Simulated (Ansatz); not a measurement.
What does this script print? It uses Ansatz 0.2.0, Python API.

Script `ag_nc_paw.py`:
```python
import ansatz as az
import numpy as np
import pandas as pd
from pymatgen.core import Lattice, Structure
from pymatgen.io.ase import AseAtomsAdaptor

FUNCTIONAL = "pbesol"
OCCUPATIONS = "cold"
SIGMA = 0.15


def count_gap(report):
    # lowest empty less highest filled band, counting bands; zero where they overlap
    return max(report.get("gap_by_band_count_ev") or 0.0, 0.0)


def main() -> None:
    pmg_structure = Structure(
        Lattice([(-1.655654, 1.655654, 1.655654), (1.655654, -1.655654, 1.655654), (1.655654, 1.655654, -1.655654)]),
        ["Ag"],
        [
            (0.0, 0.0, 0.0),
        ],
    )
    xtal = az.Crystal.from_ase(AseAtomsAdaptor.get_atoms(pmg_structure))

    setup = (
        xtal.calculation()
        .functional(FUNCTIONAL)
        .kpoints(14, center="gamma")
        .occupations(OCCUPATIONS, width=SIGMA)
        .stress()
        .forces()
        .band_table()
    )
    variants = {
        "PAW": setup.pseudopotentials("paw"),
        "norm-conserving": setup.pseudopotentials("nc"),
    }
    rows = []
    for label, variant in variants.items():
        rep = variant.run(threads=1).report
        levels = np.array(rep["eigenvalues_ev"][0]) - rep["fermi_energy_ev"]
        print(label, "levels at the first k-point near E_F:", np.round(levels[np.abs(levels) < 5], 3))
        rows.append((label, rep["n_electrons"], np.trace(rep["stress_gpa"]) / 3, count_gap(rep)))
    print(pd.DataFrame(rows, columns=["treatment", "electrons in bands", "P GPa", "gap by band count eV"]).round(4).to_string(index=False))


if __name__ == "__main__":
    main()
```

```console
$ python ag_nc_paw.py
DeckWarning: basis.ecutwfc = 420 eV, auto-derived from the records' recommended cutoffs: set by Ag (normal level)
PAW levels at the first k-point near E_F: [-4.651 -4.651 -4.651 -3.429 -3.429]
DeckWarning: basis.ecutwfc = 1115.666836 eV, auto-derived from the records' recommended cutoffs: set by Ag (normal level)
norm-conserving levels at the first k-point near E_F: [-4.65  -4.65  -4.65  -3.428 -3.428]
      treatment  electrons in bands   P GPa  gap by band count eV
            PAW                19.0 -7.0051                   0.0
norm-conserving                19.0 -7.0280                   0.0
```
(Warnings from the package without file and line.)

PAW gives -7.005 GPa and norm-conserving -7.028 GPa, 0.023 GPa apart. They took 1.3 and 5.1 s of processor time.

Caveats:
- A gap by band count of zero or less means overlapping bands, a metal, and at an odd count of electrons it is no gap at all.
- At these settings the cell as given stands under about -7 GPa, so it isn't at this functional's equilibrium volume.
- This isn't the structure that Ag takes at ambient conditions.
- Gaps and levels are Kohn-Sham values on a finite set of k-points, without spin-orbit coupling.
- Stress is positive in compression.
- Run time: 7.7 s on 1 thread of Arm Neoverse V1, with other jobs on the host, peak memory 0.52 GiB.
